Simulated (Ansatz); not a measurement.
# C₆H₁₆OSn: vertical ionisation energy

One table from this session's results is given with a row withheld; the runs are named, their logs left out.

Method: unrestricted cation, the program's frozen cores in correlated methods; program: Ansatz 0.2.0, Gaussian basis.

Plan: UKS PBE-D4/def2-TZVPP; UKS r2SCAN-D4/def2-TZVPP; UKS PBE0-D4/def2-TZVPP; UKS B3LYP-D4/def2-TZVPP; UKS wB97X-V/def2-TZVPP; UKS wB97M-V/def2-TZVPP; UKS B2PLYP (frozen core with filled d shells)/def2-TZVPP; UHF-CCSD(T) with filled d shells/def2-TZVPP; UHF-MP2 with filled d shells/def2-QZVPP; extrapolation to the limit; then −ε(HOMO) from the neutral's earlier runs with LDA (SPW92), PBE-D4, revPBE-D4, BLYP-D4, r2SCAN-D4, B97M-V, PBE0-D4, B3LYP-D4, r2SCANh-D4, r2SCAN0-D4, HSE06-D4, BHLYP-D4, CAM-B3LYP-D4, LC-ωPBE, ωB97X-V, ωB97M-V.

**The relaxed structure**

All runs share one geometry, relaxed beforehand with PBE0-D4 in a triple-zeta def2 set. Sn takes the def2 core potential; no spin-orbit term is included.

SMILES `C[O][Sn]([CH3])([CH3])[CH](C)C`, 24 atoms, charge 0, spin multiplicity 1.

Atoms are counted from 1 here; the program's logs count them from 0.

Bond lengths: C1–O2 1.397 Å, C1–H9 1.101 Å, C1–H10 1.102 Å, C1–H11 1.096 Å, O2–Sn3 1.986 Å, Sn3–C4 2.132 Å, Sn3–C5 2.143 Å, Sn3–C6 2.163 Å, C4–H12 1.090 Å, C4–H13 1.091 Å, C4–H14 1.090 Å, C5–H15 1.091 Å, C5–H16 1.091 Å, C5–H17 1.091 Å, C6–C7 1.522 Å, C6–C8 1.521 Å, C6–H18 1.096 Å, C7–H19 1.097 Å and more. Angles: O2–C1–H9 112.9°, O2–C1–H10 112.9°, O2–C1–H11 108.9°, H9–C1–H10 107.4°, H9–C1–H11 107.2°, H10–C1–H11 107.2°, C1–O2–Sn3 119.6°, O2–Sn3–C4 102.1°, O2–Sn3–C5 106.9°, O2–Sn3–C6 106.3°, C4–Sn3–C5 113.8°, C4–Sn3–C6 113.7°, C5–Sn3–C6 112.9°, Sn3–C4–H12 109.4°, Sn3–C4–H13 110.9°, Sn3–C4–H14 109.6°, H12–C4–H13 109.0°, H12–C4–H14 108.8° and more.

Geometry (Å):

```xyz
24

C     1.48733    1.85338    1.71040
O     1.79576    0.66371    1.04526
Sn    0.64325    0.04807   -0.45063
C     1.59434   -1.77067   -1.02949
C     0.70482    1.57337   -1.95485
C    -1.33288   -0.23300    0.38162
C    -2.30022   -0.75815   -0.66977
C    -1.26853   -1.13784    1.60263
H     1.49850    2.73101    1.04565
H     0.50243    1.82549    2.20289
H     2.23547    2.02816    2.49135
H     2.62250   -1.56227   -1.32614
H     1.07041   -2.23455   -1.86616
H     1.60444   -2.46265   -0.18721
H     0.26904    2.49779   -1.57387
H     1.73911    1.76221   -2.24438
H     0.14344    1.25969   -2.83651
H    -1.65880    0.76526    0.69418
H    -3.30723   -0.87529   -0.25179
H    -2.38180   -0.08988   -1.53169
H    -1.99465   -1.74177   -1.04125
H    -0.57786   -0.75851    2.35962
H    -2.25597   -1.23754    2.06912
H    -0.93808   -2.14643    1.33432
```

The first run:

Contents of in.yaml:

```yaml
crystal:
  periodic: [false, false, false]
  atoms:
    - {symbol: C, position_ang: [1.487328, 1.853380, 1.710397]}
    - {symbol: O, position_ang: [1.795760, 0.663709, 1.045260]}
    - {symbol: Sn, position_ang: [0.643249, 0.048075, -0.450626]}
    - {symbol: C, position_ang: [1.594337, -1.770669, -1.029492]}
    - {symbol: C, position_ang: [0.704820, 1.573373, -1.954848]}
    - {symbol: C, position_ang: [-1.332879, -0.233001, 0.381617]}
    - {symbol: C, position_ang: [-2.300218, -0.758151, -0.669765]}
    - {symbol: C, position_ang: [-1.268533, -1.137845, 1.602632]}
    - {symbol: H, position_ang: [1.498499, 2.731014, 1.045647]}
    - {symbol: H, position_ang: [0.502425, 1.825493, 2.202894]}
    - {symbol: H, position_ang: [2.235467, 2.028159, 2.491352]}
    - {symbol: H, position_ang: [2.622498, -1.562268, -1.326139]}
    - {symbol: H, position_ang: [1.070415, -2.234547, -1.866164]}
    - {symbol: H, position_ang: [1.604445, -2.462647, -0.187208]}
    - {symbol: H, position_ang: [0.269039, 2.497790, -1.573873]}
    - {symbol: H, position_ang: [1.739112, 1.762208, -2.244385]}
    - {symbol: H, position_ang: [0.143443, 1.259690, -2.836506]}
    - {symbol: H, position_ang: [-1.658795, 0.765257, 0.694178]}
    - {symbol: H, position_ang: [-3.307235, -0.875294, -0.251792]}
    - {symbol: H, position_ang: [-2.381800, -0.089884, -1.531689]}
    - {symbol: H, position_ang: [-1.994654, -1.741768, -1.041252]}
    - {symbol: H, position_ang: [-0.577865, -0.758508, 2.359625]}
    - {symbol: H, position_ang: [-2.255975, -1.237537, 2.069115]}
    - {symbol: H, position_ang: [-0.938084, -2.146429, 1.334322]}
basis:
  gaussian: {orbitals: def2-TZVPP}
total_charge: 1
magnetization: {spin_polarized: true, initial_magnetization: 1}
hamiltonian: {xc: pbe, dispersion: d4}
```

Among the steps run: Cation, UKS PBE-D4/def2-TZVPP; Cation, UKS r2SCAN-D4/def2-TZVPP; Cation, UKS PBE0-D4/def2-TZVPP; Cation, UKS B3LYP-D4/def2-TZVPP; Cation, UKS wB97X-V/def2-TZVPP; Cation, UKS wB97M-V/def2-TZVPP; Cation, UKS B2PLYP (frozen core with filled d shells)/def2-TZVPP; Cation, UHF-CCSD(T) with filled d shells/def2-TZVPP; Cation, UHF-MP2 with filled d shells/def2-QZVPP.

One table of the session follows, with a row left open; its other results are not shown here.

It belongs to the step «Ionisation energies side by side». For comparison, −ε(HOMO) of the neutral from earlier runs:

```
  functional  −ε(HOMO) (eV)
 LDA (SPW92)           5.51
      PBE-D4           5.38
   revPBE-D4           5.32
     BLYP-D4           5.29
   r2SCAN-D4           5.66
      B97M-V           5.81
     PBE0-D4           6.77
    B3LYP-D4           6.56
  r2SCANh-D4           6.19
  r2SCAN0-D4           6.95
    HSE06-D4              ?
    BHLYP-D4           7.99
CAM-B3LYP-D4           8.12
     LC-ωPBE           9.40
     ωB97X-V           9.09
     ωB97M-V           9.00
```

**Question.** Estimate the row for HSE06-D4.

As computed: −ε(HOMO) (eV): 6.37. In the column «−ε(HOMO) (eV)» it lies between r2SCANh-D4 (6.19) and B3LYP-D4 (6.56).
